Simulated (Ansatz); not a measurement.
Working through a single point from an input written key by key of Cl2FH3OSi2, SMILES O[SiH](F)[SiH](Cl)Cl

With Ansatz 0.2.0, Python API.

Notebook, run cell by cell (the value of a cell's last expression is shown):

In [1]:
```python
import ansatz as az
import numpy as np
import pandas as pd
```

In [2]:
```python
DECK = '''
crystal:
  periodic: [false, false, false]
  atoms:
    - { symbol: O, position_ang: [1.8235, -0.7435, -0.7189] }
    - { symbol: Si, position_ang: [0.4015, -0.8905, 0.1929] }
    - { symbol: F, position_ang: [0.8914, -0.9863, 1.696] }
    - { symbol: Si, position_ang: [-1.0478, 0.8501, -0.0491] }
    - { symbol: Cl, position_ang: [-1.8329, 0.9805, -1.9803] }
    - { symbol: Cl, position_ang: [-0.2743, 2.6835, 0.3385] }
    - { symbol: H, position_ang: [2.6035, -0.484, -0.2218] }
    - { symbol: H, position_ang: [-0.1777, -2.1714, -0.1689] }
    - { symbol: H, position_ang: [-2.2987, 0.7152, 0.8947] }
basis:
  gaussian: { orbitals: def2-SVP }
hamiltonian:
  xc: { name: wB97M-V }
output:
  forces: true
'''

session = az.Session.from_yaml(DECK)
rep = session.plan(threads=1).execute().report
```

In [3]:
```python
print(f'E = {rep["free_energy_ev"]:.6f} eV = {rep["free_energy_ev"] / 27.211386246:.7f} Ha')
print('converged:', rep['converged'], ' doubts:', rep['published_state_doubts'] or 'none')
symbols = ['O', 'Si', 'F', 'Si', 'Cl', 'Cl', 'H', 'H', 'H']
```
```text
E = -45598.349109 eV = -1675.7084221 Ha
converged: True  doubts: none
```

In [4]:
```python
forces = np.array(rep['forces_ev_ang'])
print('largest force', round(float(np.linalg.norm(forces, axis=1).max()), 4), 'eV/A, rms', round(float(np.sqrt((forces ** 2).mean())), 4))
charges = rep['charge_distribution']
table = pd.DataFrame({'atom': symbols, 'mulliken': charges['mulliken_charges_e'], 'lowdin': charges['lowdin_charges_e']})
print(table.round(3).to_string())
print('dipole (e A):', np.round(charges['dipole_moment_e_ang'], 4) + 0.0)
```
```text
largest force 2.8031 eV/A, rms 0.903
  atom  mulliken  lowdin
0    O    -0.416   0.015
1   Si     0.749   0.099
2    F    -0.321   0.013
3   Si     0.415  -0.100
4   Cl    -0.240   0.057
5   Cl    -0.209   0.112
6    H     0.195  -0.013
7    H    -0.112  -0.093
8    H    -0.062  -0.089
dipole (e A): [ 0.1465 -0.1406  0.2217]
```

Reading the output:
- Total energies depend on the basis set; only differences at equal settings carry meaning.
- The geometry is a force-field or estimated start, not a minimum of this method, and the basis set is short of its limit.
- The Löwdin charges here are taken after orthogonalising the functions within each atom; they differ from plain Löwdin charges, and their signs can be unphysical.
- Hardware and time: 28 s on 1 thread of Arm Neoverse V1, with other jobs on the host, peak memory 0.48 GiB.
